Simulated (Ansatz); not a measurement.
Task: the energy of protonation at one site of CaO, with Ansatz's Python interface. Give the script and its output. Settings (for the species named): Hartree-Fock, def2-TZVP basis, multiplicity 1.

```xyz
2

Ca    0.0000    0.0000    0.0000
O     0.0000    0.0000    2.1900
```

`run_pa.py`
```python
import ansatz as az
import numpy as np


def main() -> None:
    geometry_ang = [
        ("Ca", (0.0, 0.0, 0.0)),
        ("O", (0.0, 0.0, 2.19)),
    ]
    mol = az.Crystal.molecule()
    for symbol, xyz in geometry_ang:
        mol = mol.atom(symbol, xyz)

    setup = (
        mol.calculation()
        .basis(gaussian="def2-TZVP")
        .functional("hf")
        .scf(lower_state_search="light")
    )
    symbols = [site.symbol for site in mol.cartesian_sites]
    start = np.array([site.position_ang for site in mol.cartesian_sites], dtype=float)
    report = setup.relax(force_tolerance=0.01).run(threads=1, backend="cpu").report
    end = np.array(report["positions_ang"])

    away = sum((end[1] - end[j]) / np.linalg.norm(end[1] - end[j]) for j in [0]) + np.array([0.15, 0.1, -0.2])
    proton = end[1] + 1.0 * away / np.linalg.norm(away)
    acid = az.Crystal.molecule()
    for symbol, place in zip(symbols, end):
        acid = acid.atom(symbol, place.tolist())
    acid = acid.atom("H", proton.tolist())
    protonated = acid.calculation()
    protonated = protonated.basis(gaussian="def2-TZVP").functional("hf")
    protonated = protonated.scf(lower_state_search="light").charge(1)
    protonated = protonated.relax(force_tolerance=0.01, max_steps=80)
    after = protonated.run(threads=1, backend="cpu").report
    xyz = np.array(after["positions_ang"])
    reach = np.linalg.norm(xyz[:-1] - xyz[-1], axis=1)
    print(f"base {report['free_energy_ev']:.5f} eV, protonated {after['free_energy_ev']:.5f} eV")
    print(f"the proton ends {reach.min():.3f} A from {symbols[reach.argmin()]}{reach.argmin()}")
    print(f"electronic proton affinity {(report['free_energy_ev'] - after['free_energy_ev']):.3f} eV")


if __name__ == "__main__":
    main()
```

```console
$ python run_pa.py
base -20451.24762 eV, protonated -20465.28984 eV
the proton ends 0.937 A from O1
electronic proton affinity 14.042 eV
```

Reading the output:
- The settings weren't tested for convergence.
- The proton is put on one chosen atom, which needn't be the most basic site, so the molecule's proton affinity can be higher; the ends are stationary points, not checked by frequencies, and zero-point and thermal terms count only where printed.
- Hartree-Fock leaves correlation out, so bond, atomisation and ionisation energies come out well too low.
- The spin state was assumed, and another may lie lower.
- It ran for 10 s on 1 thread of Arm Neoverse V1 (shared host), peak memory 0.18 GiB.

(Lines on the test bed's own set-up are left out of the output.)
